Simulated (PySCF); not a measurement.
# C9H9F: the cost of one run

Programs: PySCF 2.14.0, with routines of our own; each step states its level. All values are computed. Atoms count from 0.

## Step 1: The system as given

19 atoms, charge 0, multiplicity 1; geometry from: GFN2-xTB.

## Step 2: Magnetic properties: GIAO BHandHLYP/pcSseg-1

Job settings and geometry (Å):

```
{"job": {"kind": "mag", "xc": "BHandHLYP", "basis": "pcSseg-1", "isotopologues": 0}, "charge": 0, "multiplicity": 1}
C      3.197753     1.526107    -0.309060
C      2.460000     0.588131    -0.394737
C      1.560662    -0.544794    -0.469543
C      0.509400    -0.492515     0.640733
C     -0.580575    -1.589453     0.568079
C     -1.603879    -0.499380     0.370741
C     -2.915354    -0.481147     0.198853
F     -3.647833    -1.612226     0.176271
C     -0.581732     0.540650     0.442619
C     -0.582516     1.860658     0.355009
H      3.845109     2.348703    -0.243672
H      2.142462    -1.467365    -0.377065
H      1.063722    -0.543619    -1.444387
H      1.004555    -0.421674     1.611553
H     -0.714819    -2.170910     1.478658
H     -0.486941    -2.272632    -0.275252
H     -3.521747     0.401707     0.063018
H      0.332494     2.422157     0.435181
H     -1.490564     2.416852     0.195867
```

With the program's defaults for keys left out, this is: GIAO BHandHLYP/pcSseg-1 magnetisability, rotational g tensor and spin-rotation constants, non-relativistic, gas phase.

Started as:

```
$ OMP_NUM_THREADS=1 python excited_run.py task.json out
```

The driver reads the jobs from task.json and runs them one after another.

**Question.** How long does this first job take on 1 thread of Intel Xeon 6975P-C, shared host, and how much memory does it need?

About 37 s, with a peak of 1 GiB.
